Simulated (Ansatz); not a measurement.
# LaF5: the cost of one run

Method: DFT PBE, scalar-relativistic, plane waves, PAW, in Ansatz 0.2.0.

## Step 1: The starting structure

It takes space group F-43m (No. 216, cubic). Conventional cell: a = 6.938 Å, b = 6.938 Å, c = 6.938 Å, α = 90.00°, β = 90.00°, γ = 90.00°. La (site symmetry -43m) has 16 F at 2.88 to 3.00 Å as nearest neighbours. Around F (site symmetry -43m) lie 12 F at 2.87 Å and 4 La at 3.00 Å. F (site symmetry 3m) is surrounded by 9 F at 2.43 to 2.87 Å and 3 La at 2.88 Å.

Structure file:

```xyz
6
Lattice="0.0000 3.4692 3.4692 3.4692 0.0000 3.4692 3.4692 3.4692 0.0000" Properties=species:S:1:pos:R:3 pbc="T T T"
La    0.0000    0.0000    0.0000
F     5.2038    5.2038    5.2038
F     4.3298    4.3298    2.6087
F     4.3298    2.6087    4.3298
F     2.6087    2.6087    2.6087
F     2.6087    4.3298    4.3298
```

A structure generator made this guess: species swapped into a database cell of ErCu5 (F-43m, No. 216), with La on the Er sites and F on the Cu sites. Lengths come from tabulated atomic sizes and are only a guess.

## Step 2: A first look at the guess

input.yaml

```yaml
crystal:
  lattice:
    - [0.0, 3.46922903, 3.46922903]
    - [3.46922903, 0.0, 3.46922903]
    - [3.46922903, 3.46922903, 0.0]
  atoms:
    - { symbol: La, position: [0.0, 0.0, 0.0] }
    - { symbol: F, position: [0.75, 0.75, 0.75] }
    - { symbol: F, position: [0.37597366, 0.37597366, 0.87207901] }
    - { symbol: F, position: [0.37597366, 0.87207901, 0.37597366] }
    - { symbol: F, position: [0.37597366, 0.37597366, 0.37597366] }
    - { symbol: F, position: [0.87207901, 0.37597366, 0.37597366] }
basis:
  ecutwfc: 420
kpoints:
  mp_grid: { grid: [4, 4, 4] }
hamiltonian:
  xc: pbe
scf:
  occupations: { method: gaussian, width: 0.1 }
  lower_state_search: "off"
output:
  forces: true
  stress: true
  eigenvalues: true
```

Launch:

```bash
ansatz run input.yaml --threads 1 --pin off --max-ram 2560MiB --backend cpu --events-out ev --progress --plain --runs-dir out
```

**Question.** How long does this run take on 1 thread of Intel Xeon at 2.50GHz (Skylake/Cascade Lake), shared host, and how much memory does it need?

About 3.7 s, with a peak of 0.34 GiB.
